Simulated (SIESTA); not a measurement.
VP4:

```
V P
1.0
     2.62077   -5.47679    0.00000
     2.62077    5.47679    0.00000
    -2.05539    0.00000    5.47167
V P
2 8
Direct
  0.93674 0.06326 0.75000
  0.06326 0.93674 0.25000
  0.05147 0.49864 0.68941
  0.50136 0.94853 0.81059
  0.81372 0.63551 0.82239
  0.36449 0.18628 0.67761
  0.18628 0.36449 0.17761
  0.63551 0.81372 0.32239
  0.49864 0.05147 0.18941
  0.94853 0.50136 0.31059
```

The cell comes from a database or a generator and needn't be the stable form of this composition.

```yaml
Program: SIESTA 5.4.2
Task: single point
Functional: PBEsol
Potentials_or_basis: PseudoDojo 0.4 standard (PBEsol files)
Basis: DZP (energy shift 0.003 Ry; two zetas on semicore shells)
Grid_cutoff: 800 Ry
Energy_shift: 0.003 Ry
k_mesh: 6 × 6 × 5
Occupations: fermi-dirac, width 0.05 eV
Spin: collinear spin, ferromagnetic start
Starting_moments: "[2.0, 2.0, 0.0, 0.0, 0.0, 0.0, 0.0, 0.0, 0.0, 0.0] μB"
```

On this cell: pressure -0.6 GPa; largest force 0.543 eV/Å; net moment 0.00 μB per cell; band gap on the k mesh none (metal or under the smearing width).

The same run follows on a disturbed copy (atoms moved at random, drawn with an rms of 0.05 Å):

```
CELL_PARAMETERS angstrom
2.62077 -5.47679 0.00000
2.62077 5.47679 0.00000
-2.05539 0.00000 5.47167
ATOMIC_POSITIONS crystal
V 0.92122 0.06087 0.74490
V 0.07234 0.94948 0.24837
P 0.04391 0.49199 0.69312
P 0.50622 0.95407 0.81030
P 0.81193 0.64277 0.81758
P 0.35873 0.18787 0.67516
P 0.17470 0.35630 0.17221
P 0.64261 0.81911 0.32139
P 0.50269 0.05536 0.19490
P 0.95281 0.51197 0.31114
```

**Question.** What changes?

**Answer.** The energy (extrapolated to zero smearing) moves by +10.2 meV/atom; pressure -0.7 GPa; largest force 1.355 eV/Å; net moment 0.00 μB per cell; band gap on the k mesh none (metal or under the smearing width).

Forces on the atoms (eV/Å):
```
V    0.641 -1.174  0.216
V   -0.757 -0.103 -0.050
P    0.677  0.283 -0.207
P   -0.655  0.463  0.044
P   -0.220 -0.160  0.200
P   -0.030  0.024  0.113
P    0.863  0.247  0.145
P   -0.531  0.053 -0.213
P    0.118  0.346 -0.382
P   -0.106  0.021  0.135
```

Stress tensor (GPa, compression positive):
```
-0.68  0.23  0.37
 0.23  0.39  0.14
 0.37  0.14 -1.88
```

Caveats: the basis of atomic orbitals isn't converged, which shifts pressures, moduli and gaps.
